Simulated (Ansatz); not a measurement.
# Si2W: the cost of one run

Program: Ansatz 0.2.0. Level of theory: DFT PBE, scalar-relativistic, plane waves, PAW. These are calculated values, not measurements.

1 further run of the same task is left out (set aside as unsound or not needed).

## (1) Starting point

Symmetry: I4/mmm, No. 139, tetragonal system. Conventional cell: a = 3.229 Å, b = 3.229 Å, c = 7.867 Å, α = 90.00°, β = 90.00°, γ = 90.00°. Around Si (site symmetry 4mm) lie 5 Si at 2.60 to 2.64 Å and 5 W at 2.63 Å. Around W (site symmetry 4/mmm) lie 10 Si at 2.63 Å.

As a file:

```
CELL_PARAMETERS angstrom
-1.61452 1.61452 3.93369
1.61452 -1.61452 3.93369
1.61452 1.61452 -3.93369
ATOMIC_POSITIONS crystal
Si 0.33457 0.33457 0.00000
Si 0.66543 0.66543 0.00000
W 0.00000 0.00000 0.00000
```

It is the result of an earlier relaxation at this level (volume 13.67 Å³/atom; gap on the mesh: none (metal)).

## (2) Bulk reference on the slab's mesh

File input.yaml:

```yaml
crystal:
  lattice:
    - [3.2290359774, 0.0, 0.0]
    - [0.0, 3.2290359774, 0.0]
    - [1.6145179887, -1.6145179887, 3.9336866588]
  atoms:
    - { symbol: Si, position: [0.6654325922, 0.3345674078, 0.6691348157] }
    - { symbol: Si, position: [0.3345674078, 0.6654325922, 0.3308651843] }
    - { symbol: W, position: [0.0, 0.0, 0.0] }
basis:
  ecutwfc: 420
kpoints:
  mp_grid: { grid: [11, 11, 9] }
hamiltonian:
  xc: pbe
scf:
  occupations: { method: gaussian, width: 0.1 }
output:
  forces: true
  stress: true
  eigenvalues: true
```

Launch:

```
ansatz run input.yaml --threads 2 --pin off --max-ram 5120MiB --backend cpu --events-out ev --progress --plain --runs-dir out
```

**Question.** How long does this run take on 2 threads of Intel Xeon Platinum 8375C at 2.90GHz (Ice Lake), shared host, and how much memory does it need?

About 3.7 s, with a peak of 0.55 GiB.
